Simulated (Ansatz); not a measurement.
**C2H7FGeOS: geometry optimisation**

The task is to find a stationary geometry of C2H7FGeOS.

Computed with Ansatz 0.2.0, Gaussian basis. Level: RKS PBE0-D4/def2-TZVP.

Levels to be run: relaxation at PBE0-D4/def2-TZVP.

1 further run of the same task is left out (set aside as unsound or not needed).

**1. Where the work starts**

SMILES `C[O][Ge]([CH3])([F])[SH]`, 13 atoms, charge 0, spin multiplicity 1.

Atoms are counted from 1 here; the program's logs count them from 0.

Bond lengths: C1–O2 1.417 Å, C1–H7 1.091 Å, C1–H8 1.090 Å, C1–H9 1.092 Å, O2–Ge3 1.769 Å, Ge3–C4 1.996 Å, Ge3–F5 1.799 Å, Ge3–S6 2.207 Å, C4–H10 1.085 Å, C4–H11 1.086 Å, C4–H12 1.085 Å, S6–H13 1.328 Å. Angles: O2–C1–H7 111.5°, O2–C1–H8 106.6°, O2–C1–H9 110.8°, H7–C1–H8 109.3°, H7–C1–H9 109.2°, H8–C1–H9 109.3°, C1–O2–Ge3 125.7°, O2–Ge3–C4 117.6°, O2–Ge3–F5 102.1°, O2–Ge3–S6 103.1°, C4–Ge3–F5 102.9°, C4–Ge3–S6 119.2°, F5–Ge3–S6 110.6°, Ge3–C4–H10 109.3°, Ge3–C4–H11 109.1°, Ge3–C4–H12 109.6°, H10–C4–H11 109.3°, H10–C4–H12 109.5° and more.

The start is a GFN2-xTB geometry.

**2. Optimising with PBE0-D4/def2-TZVP**

in.yaml

```yaml
crystal:
  periodic: [false, false, false]
  atoms:
    - {symbol: C, position_ang: [0.610110, -1.692280, -1.060700]}
    - {symbol: O, position_ang: [-0.312290, -1.204550, -0.102580]}
    - {symbol: Ge, position_ang: [-0.181060, 0.330030, 0.766920]}
    - {symbol: C, position_ang: [-0.239850, 2.010980, -0.307510]}
    - {symbol: F, position_ang: [1.518510, 0.286690, 1.354960]}
    - {symbol: S, position_ang: [-1.589270, 0.075680, 2.446750]}
    - {symbol: H, position_ang: [1.640450, -1.511840, -0.751580]}
    - {symbol: H, position_ang: [0.440890, -2.766640, -1.138450]}
    - {symbol: H, position_ang: [0.439730, -1.227830, -2.034130]}
    - {symbol: H, position_ang: [-0.304170, 2.861750, 0.362120]}
    - {symbol: H, position_ang: [0.667540, 2.087470, -0.898480]}
    - {symbol: H, position_ang: [-1.106750, 1.996570, -0.959330]}
    - {symbol: H, position_ang: [-1.583840, -1.246050, 2.322010]}
basis:
  gaussian: {orbitals: def2-TZVP}
hamiltonian: {xc: pbe0, dispersion: d4}
relax: {f_tol: 0.005, max_steps: 150}
```

On the command line:

```console
$ ansatz run in.yaml --threads 2 --pin off --events-out ev --progress --plain --max-ram 32768MiB --backend cuda --devices 0, --max-vram 18GiB
```

Before running them: what should the planned runs give, taken together? Wanted: point group; shift from the start; total energy; dispersion term; dipole moment.

The runs gave:

| quantity | value |
| --- | --- |
| point group | C1 |
| steps | 16 |
| shift from the start (rms) | 0.213 Å |
| total energy | -74293.6001 eV |
| dispersion term | -263 meV |
| dipole moment | 2.12 D |

The atoms moved 0.21 Å (rms) from the start; the bond that changed most is Ge3–C4, from 1.996 to 1.929 Å. No vibrations were run, so it is not proven to be a minimum. The largest Mulliken charge, +0.82 e, sits on Ge3.
